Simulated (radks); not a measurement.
# Sm⁴⁺ in [Kr] 4d10 4f5 5s1 5p6: an all-electron calculation

The task here is to estimate one member of a computed series from the others.

The numbers are computed with radks (a radial shooting solver on a logarithmic mesh, Libxc functionals) version 1 (scalar-relativistic Kohn-Sham, PBE, spin-unpolarised, spherical densities, point nucleus), except any that are marked as measured or tabulated.

### The system

| Property | Result |
| --- | --- |
| element | samarium (Z = 62) |
| charge | +4 |
| electrons | 58 |
| configuration | [Kr] 4d10 4f5 5s1 5p6 |

Outer shells as boxes (Hund's rule):

Sm⁴⁺
```
[Kr] core
4d [↑↓][↑↓][↑↓][↑↓][↑↓]
4f [↑ ][↑ ][↑ ][↑ ][↑ ][  ][  ]
5s [↑ ]
5p [↑↓][↑↓][↑↓]
```

Set-up of the first run:

The run's settings:

```text
Z 62
configuration [Kr] 4d10 4f5 5s1 5p6
relativity scalar-relativistic
functional pbe,pbe
spin unpolarised
nucleus point
c 137.035999084
```

Run with:

```bash
python run_ks.py task.json out
```

This one command runs every case of the session in turn.

One table of the session follows, with a row left open; its other results are not shown here.

It belongs to the step «Radial structure». Radial moments (bohr):

```
level      <r>  outermost maximum (interpolated)  90 % within  nodes
   1s  0.02274                            0.0145       0.0411      0
   2s  0.09700                            0.0821        0.150      1
   2p  0.08547                            0.0664        0.139      0
   3s   0.2549                             0.234        0.374      2
   3p        ?                                 ?            ?      ?
   3d   0.2310                             0.188        0.360      0
   4s   0.5784                             0.539        0.830      3
   4p   0.6119                             0.563        0.889      2
   4d   0.6670                             0.586         1.00      1
   5s    1.355                              1.24         1.93      4
   5p    1.538                              1.38         2.22      3
   4f   0.8773                             0.603         1.48      0
```

Estimate the missing values for 3p.

**Answer.** <r>: 0.2533; outermost maximum (interpolated): 0.229; 90 % within: 0.379; nodes: 1. In the column «<r>» it lies between 3d (0.2310) and 3s (0.2549).
